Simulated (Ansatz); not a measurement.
# Br2FHInS: the cost of one run

The runs use Ansatz 0.2.0; RHF/def2-SVPD.

## Step 1: Where the work starts

SMILES `[F][In]([SH])[Br]`, 5 atoms, charge 0, spin multiplicity 1.

Atoms are counted from 1 here; the program's logs count them from 0.

Bond lengths: F1–In2 1.988 Å, In2–S3 2.405 Å, In2–Br4 2.490 Å, S3–H5 1.366 Å. Angles: F1–In2–S3 118.2°, F1–In2–Br4 116.3°, S3–In2–Br4 125.6°, In2–S3–H5 91.5°.

As a file:

```mol
BrFHInS
  3D, bonds by distance, orders not assigned

  5  4  0  0  0  0  0  0  0  0999 V2000
   -1.1590   -1.0840    1.9572 F   0  0
   -0.3369   -0.3935    0.2842 In  0  0
    1.1358    1.5013    0.4404 S   0  0
   -0.9407   -1.5893   -1.8149 Br  0  0
    1.3507    1.4919   -0.9083 H   0  0
  1  2  8  0
  2  3  8  0
  2  4  8  0
  3  5  8  0
M  END
```

This geometry comes from a loose relaxation at PBE in a small basis, which is not shown.

## Step 4: The grid

The probe is moved over the plane through the molecule's long axis and the normal of its main plane (x and y are the axes of that plane, centred on the molecule).

First coordinate, x of the probe's Br atom: 13 values from −4.92 Å. Second coordinate, z of the probe's Br atom: 9 values from −3.28 Å.

Nothing else is relaxed (molecule and probe rigid). Energies count from molecule and probe far apart, each relaxed in its own basis (no counterpoise correction). Points are written as (first, second).

The probe Br- moves over a plane: the plane through the molecule's long axis and the normal of its main plane. The molecule is turned into the frame of its main axes, as the inputs below show.

(The set-up runs are not shown.)

## Step 5: Point (0.00 Å, −3.28 Å)

File input.yaml:

```yaml
crystal:
  periodic: [false, false, false]
  atoms:
    - { symbol: F, position_ang: [0.05201, -2.007934, -1.0e-06] }
    - { symbol: In, position_ang: [0.029109, -0.068656, 3.0e-06] }
    - { symbol: S, position_ang: [2.124447, 1.082325, -1.0e-06] }
    - { symbol: Br, position_ang: [-2.205566, 0.994265, -1.0e-06] }
    - { symbol: H, position_ang: [1.585912, 2.307272, -6.4e-05] }
    - { symbol: Br, position_ang: [0.0, 0.0, -3.28] }
total_charge: -1
basis:
  gaussian: { orbitals: def2-SVPD }
hamiltonian:
  xc: hf
output:
  forces: true
```

Command:

```bash
> ansatz run input.yaml --threads 1 --pin off --max-ram 2560MiB --backend cpu --events-out ev --progress --plain --runs-dir out
```

What time and memory should one allow on 1 thread of Arm Neoverse N1, shared host?

About 22 s, with a peak of 0.54 GiB.
